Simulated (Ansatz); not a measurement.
**Ti3Ag under changes of volume**

One of the cells (17.215 Å³/atom); the others are scaled copies at fixed shape and fractional positions:

```
Ag Ti
1.0
     4.09881    0.00000    0.00000
     0.00000    4.09881    0.00000
     0.00000    0.00000    4.09881
Ag Ti
1 3
Direct
  0.00000 0.00000 0.00000
  0.00000 0.50000 0.50000
  0.50000 0.00000 0.50000
  0.50000 0.50000 0.00000
```

The cell comes from a database or a generator and needn't be the stable form of this composition.

```yaml
Program: Ansatz 0.2.0
Functional: PBEsol
Potentials_or_basis: all-electron LAPW, scalar-relativistic
Cutoff: 228 eV (chosen from the basis error)
Basis_error_allowed: 0.001 eV/atom
k_mesh: 7 × 7 × 7
Occupations: fermi-dirac, width 0.05 eV
Spin: no spin polarisation
```

```csv
volume (Å³/atom),energy over the lowest point (meV/atom),pressure (GPa)
16.182,1.30,2.1
16.527,0.00,-0.6
16.871,4.22,-3.1
17.215,13.37,-5.2
17.560,26.94,-7.2
17.904,?,?
18.248,65.56,-10.5
```

What does the run at 17.904 Å³/atom give?

Energy over the lowest point 44.48 meV/atom; pressure -8.9 GPa.

Worked out: A Birch-Murnaghan fit of order 3 (a polynomial in V^(-2/3)) to the other rows has its minimum at 16.43 Å³/atom with B0 = V·E''(V) = 126 GPa and B' = 4.2. It gives 44.48 meV/atom at 17.904 Å³/atom, against the run's 44.48, and -dE/dV = -9.0 GPa, against -8.9.

Energies are extrapolated to zero smearing.
